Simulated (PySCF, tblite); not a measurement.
**C₆H₉O₃ radical: geometry, infrared bands and EPR parameters**

Aim: predict the infrared bands and EPR parameters of C₆H₉O₃ radical (`C/C=[C]/OCCC(=O)O`).

Computed with tblite 0.8.0 and PySCF 2.14.0, with density-fitted response routines of our own, on a single molecule in the gas phase. Atoms are numbered from 0 throughout.

## 1. The molecule as given

18 atoms, charge 0, multiplicity 2; geometry from: force field or distance geometry start.

Bonds of the start (Å): C0–C1 1.50, C1–C2 1.32, C2–O3 1.42, O3–C4 1.44, C4–C5 1.49, C5–C6 1.48, C6–O7 1.28, C6–O8 1.40, C0–H9 1.10, C0–H10 1.11, C0–H11 1.11, C1–H12 1.09, C4–H13 1.13, C4–H14 1.11, C5–H15 1.13, C5–H16 1.12, O8–H17 1.01.

## 2. Optimising the geometry with GFN2-xTB

The job: settings as JSON, then the geometry in Å.

```
{"job": {"kind": "relax", "xc": "GFN2-xTB", "basis": "xTB"}, "charge": 0, "multiplicity": 2}
C      3.747500     0.262100    -0.108600
C      2.293500     0.108900    -0.450100
C      1.400200     1.035900    -0.173800
O      0.033200     0.869300    -0.511200
C     -0.542300    -0.439600    -0.369000
C     -1.985200    -0.510500    -0.749300
C     -2.887800     0.349800     0.042700
O     -2.482000     1.105400     0.989300
O     -4.248000     0.279300    -0.298800
H      4.271800    -0.699500    -0.248700
H      4.191100     0.988600    -0.819600
H      3.860900     0.557200     0.955000
H      2.023900    -0.843000    -0.911600
H      0.011800    -1.090300    -1.103500
H     -0.312100    -0.854800     0.634100
H     -2.305100    -1.566900    -0.510800
H     -2.152900    -0.382300    -1.845000
H     -4.927300     0.836800     0.202400
```

On the command line:

```console
$ OMP_NUM_THREADS=1 python probes_run.py task.json out
```

The driver reads the jobs from task.json and runs them one after another.

**Question.** This job is followed by: GFN2-xTB harmonic vibrations, gas phase; UKS B3LYP, pcH-1 on C H O, non-relativistic, mean-field spin-orbit, GIAO. What will the session give for the following? strongest single infrared mode (GFN2-xTB); zero-point energy (GFN2-xTB); g(iso) (B3LYP); ⟨S²⟩; largest a(iso) (averaged by class); potential on the surface of density 0.002 e/bohr³, 1st and 99th percentile.

The runs gave:

| quantity | value |
| --- | --- |
| strongest single infrared mode (GFN2-xTB) | 1799 cm⁻¹, 435 km/mol |
| zero-point energy (GFN2-xTB) | 86.7 kcal/mol |
| g(iso) (B3LYP) | 2.00241 |
| ⟨S²⟩ | 0.756 (exact 0.75) |
| largest a(iso) (averaged by class) | 13C on C2, 432.1 MHz |
| potential on the surface of density 0.002 e/bohr³, 1st and 99th percentile | -1.52 V and 2.42 V |

**Reading.** Relaxing lowered the energy by 1.120 eV in 164 steps; the close pair that moved most is C2–O3, from 1.418 to 1.312 Å. All 48 modes are real, so the xTB geometry is a minimum. The strongest single mode, at 1799 cm⁻¹, moves mainly C6 and O7. GFN2-xTB is a fitted tight-binding method: band positions and strengths are rough. Its intensities can rank the bands wrongly. C2 carries the largest spin population, 0.88 e. The isotropic g lies 0.1 ppt above the free-electron value. These values are for one conformer; the search (at its own cheap level) found 2 more, at 0.50, 1.92 kcal/mol, and measured spectra average over such forms.
